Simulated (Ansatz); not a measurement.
# SbH4− (singlet): from Hartree-Fock to the top rungs at a displaced geometry (v1), def2-SVPD

An exercise on one series of results from a longer session: the logs are not shown, and one member is left open.

The runs use Ansatz 0.2.0, Gaussian basis; def2-SVPD, core rule «outside noble gas», up to 9 orbitals frozen.

Plan: UHF; CCSD(T) on RHF; BCCD(T) on RHF; CISD; CCSDT(Q) on RHF; CASSCF and MRCISD+Q, 10 electrons in 8 orbitals; CASSCF and NEVPT2, 10 electrons in 8 orbitals.

18 further runs of the same task are left out: 1 for a known fault of the program, 6 that didn't finish, 11 set aside as unsound or not needed. Runs told in other sessions of the task aren't counted.

## The geometry

The geometry is a PBE0/def2-TZVPD stationary point (not a proven minimum) with its atoms shifted at random (size 0.040 Å). No spin-orbit coupling is included. Elements past krypton take def2 core potentials.

5 atoms, charge -1, spin multiplicity 1.

Atoms are counted from 1 here; the program's logs count them from 0.

Bond lengths: Sb1–H2 1.988 Å, Sb1–H3 1.722 Å, Sb1–H4 1.768 Å, Sb1–H5 1.923 Å. Angles: H2–Sb1–H3 82.4°, H2–Sb1–H4 82.2°, H2–Sb1–H5 156.2°, H3–Sb1–H4 102.1°, H3–Sb1–H5 83.7°, H4–Sb1–H5 81.9°.

The first run:

Contents of in.yaml:

```yaml
crystal:
  periodic: [false, false, false]
  atoms:
    - {symbol: Sb, position_ang: [0.024009, -0.000031, 0.001317]}
    - {symbol: H, position_ang: [-0.329282, -0.016173, -1.954596]}
    - {symbol: H, position_ang: [-1.020886, 1.367765, -0.052450]}
    - {symbol: H, position_ang: [-1.123663, -1.344307, -0.022647]}
    - {symbol: H, position_ang: [-0.426479, -0.003500, 1.870623]}
basis:
  gaussian: {orbitals: def2-SVPD}
total_charge: -1
magnetization: {spin_polarized: true, initial_magnetization: 0}
hamiltonian: {xc: hf}
output: {orbitals: {seedname: orbitals}}
```

Launch:

```bash
> ansatz run in.yaml --threads 1 --pin off --events-out ev --progress --plain --max-ram 2393MiB
```

Among the steps run: UHF; CCSD(T) on RHF; BCCD(T) on RHF; CISD; CCSDT(Q) on RHF; CASSCF and MRCISD+Q, 10 electrons in 8 orbitals; CASSCF and NEVPT2, 10 electrons in 8 orbitals.

One table of the session follows, with a row left open; its other results are not shown here.

```
          method  from RCCSDT(Q) (kcal/mol)
             RHF                    +119.69
            RMP2                     +26.20
            CISD                          ?
           RCCSD                      +4.03
        RCCSD(T)                      +0.77
         BCCD(T)                      +0.75
          RCCSDT                      +0.14
       RCCSDT(Q)                          0
  CASSCF valence                     +87.86
  NEVPT2 valence                     +26.12
  MRCISD valence                      +7.12
MRCISD+Q valence                      +0.61
```

**Question.** Estimate the row for CISD.

**Answer.** from RCCSDT(Q) (kcal/mol): +12.83. In the column «from RCCSDT(Q) (kcal/mol)» it lies between MRCISD valence (+7.12) and NEVPT2 valence (+26.12).
